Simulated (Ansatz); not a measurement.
This script drives Ansatz 0.2.0 through its Python package.

`torsion.py`:
```python
'''Energy of C3H7FSn as one group turns about a bond.'''

import warnings

import ansatz as az
from ase import Atoms

warnings.simplefilter('ignore', az.DeckWarning)

atoms = Atoms(['C', 'C', 'C', 'Sn', 'F', 'H', 'H', 'H', 'H', 'H', 'H', 'H'], positions=[
    [-1.4094, -1.2433, 0.2909],
    [-0.3193, -0.8894, 0.8963],
    [0.8633, -0.4459, 0.1175],
    [0.6507, 1.5008, -0.7462],
    [0.1808, 2.7648, 0.6443],
    [-1.5446, -1.1156, -0.8026],
    [-2.2895, -1.5229, 0.8607],
    [-0.2155, -0.9608, 1.9709],
    [1.7676, -0.3622, 0.8626],
    [1.1358, -1.1819, -0.6425],
    [-0.7819, 1.4065, -1.8347],
    [2.0389, 1.9948, -1.583],
])

# start the scan from a relaxed geometry
first = (
    az.Crystal.molecule_from_ase(atoms).calculation()
    .basis(gaussian='def2-SVP')
    .functional('B3LYP', dispersion='d3bj')
    .relax(force_tolerance=0.02, max_steps=80)
)
atoms.positions = first.run(threads=1, pin='off').report['positions_ang']

start = atoms.get_dihedral(1, 2, 3, 4)
energies = {}
for turn in range(0, 360, 40):
    turned = atoms.copy()
    turned.set_dihedral(1, 2, 3, 4, start + turn, indices=[3, 4, 10, 11])
    job = (
        az.Crystal.molecule_from_ase(turned).calculation()
        .basis(gaussian='def2-SVP')
        .functional('B3LYP', dispersion='d3bj')
    )
    energies[round((start + turn) % 360)] = job.run(threads=1, pin='off').report['free_energy_ev']
floor = min(energies.values())
print('dihedral C1-C2-Sn3-F4 (deg)   E - E(min) (kJ/mol)')
for angle, e in sorted(energies.items()):
    print(f'{angle:8d} {96.485332 * (e - floor):14.3f}  ' + '#' * int(30 * (e - floor) / max(max(energies.values()) - floor, 1e-9)))
```

It is started by `python torsion.py`. Estimate its wall time and peak memory on 1 thread of Intel(R) Xeon(R) 6975P-C (Granite Rapids) (shared host).

It took about 98 s, with a peak of 0.38 GiB, for 10 runs of the engine.

```console
$ python torsion.py
dihedral C1-C2-Sn3-F4 (deg)   E - E(min) (kJ/mol)
      19          2.435  #############
      59          0.000
      99          0.968  #####
     139          0.214  #
     179          0.652  ###
     219          3.204  #################
     259          2.673  ##############
     299          3.068  ################
     339          5.517  ##############################
```

Caveats:
- The scan is rigid and the energies are electronic, in a modest basis. With rigid groups the curve can differ much from the relaxed path, the start wasn't checked as a minimum of this torsion, and equivalent turns needn't return to the same energy.
- def2 sets replace the cores of elements past krypton by effective core potentials.
- b3lyp holds the VWN-RPA fit, as in Gaussian; the form of ORCA and Turbomole is b3lyp5.
